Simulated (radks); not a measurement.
# Hg²⁺ in [Xe] 4f14 5d10: an all-electron calculation

The task here is to estimate one member of a computed series from the others.

Program: radks (a radial shooting solver on a logarithmic mesh, Libxc functionals) version 1. Level of theory: scalar-relativistic Kohn-Sham, BLYP, spin-unpolarised, spherical densities, finite nucleus. These are calculated values, not measurements, unless marked.

### The atom as given

```
element            : mercury (Z = 80)
charge             : +2
electrons          : 78
configuration      : [Xe] 4f14 5d10
nuclear rms radius : 5.4648 fm
```

Outer shells as boxes (Hund's rule):

Hg²⁺
```
[Xe] core
4f [↑↓][↑↓][↑↓][↑↓][↑↓][↑↓][↑↓]
5d [↑↓][↑↓][↑↓][↑↓][↑↓]
```

The first run:

The run's settings:

```text
Z 80
configuration [Xe] 4f14 5d10 6s0 6p0
relativity scalar-relativistic
functional b88,lyp
spin unpolarised
nucleus finite rms 5.4648 fm
c 137.035999084
```

The run is started by

```console
$ python run_ks.py task.json out
```

This one command runs every case of the session in turn.

One of the session's tables, all rows but one given; the rest of the session is left out.

It belongs to the step «Orbitals and density». Radial moments (bohr):

| level | <r> | outermost maximum (interpolated) | 90 % within | nodes |
| --- | --- | --- | --- | --- |
| 1s | 0.01659 | 0.0102 | 0.0304 | 0 |
| 2s | 0.06993 | 0.0592 | 0.109 | 1 |
| 2p | 0.06328 | 0.0491 | 0.103 | 0 |
| 3s | 0.1807 | 0.167 | 0.265 | 2 |
| 3p | 0.1821 | 0.166 | 0.272 | 1 |
| 3d | ? | ? | ? | ? |
| 4s | 0.3993 | 0.376 | 0.572 | 3 |
| 4p | 0.4255 | 0.396 | 0.617 | 2 |
| 4d | 0.4489 | 0.403 | 0.669 | 1 |
| 5s | 0.9015 | 0.827 | 1.29 | 4 |
| 4f | 0.4826 | 0.366 | 0.772 | 0 |
| 5p | 1.039 | 0.928 | 1.51 | 3 |
| 5d | 1.446 | 1.16 | 2.22 | 2 |
| 6s | 2.388 | 2.09 | 3.46 | 5 |
| 6p | 3.053 | 2.66 | 4.44 | 4 |

Estimate the missing values for 3d.

The run gave: <r>: 0.1650; outermost maximum (interpolated): 0.135; 90 % within: 0.256; nodes: 0. In the column «<r>» it lies between 2s (0.06993) and 3s (0.1807).
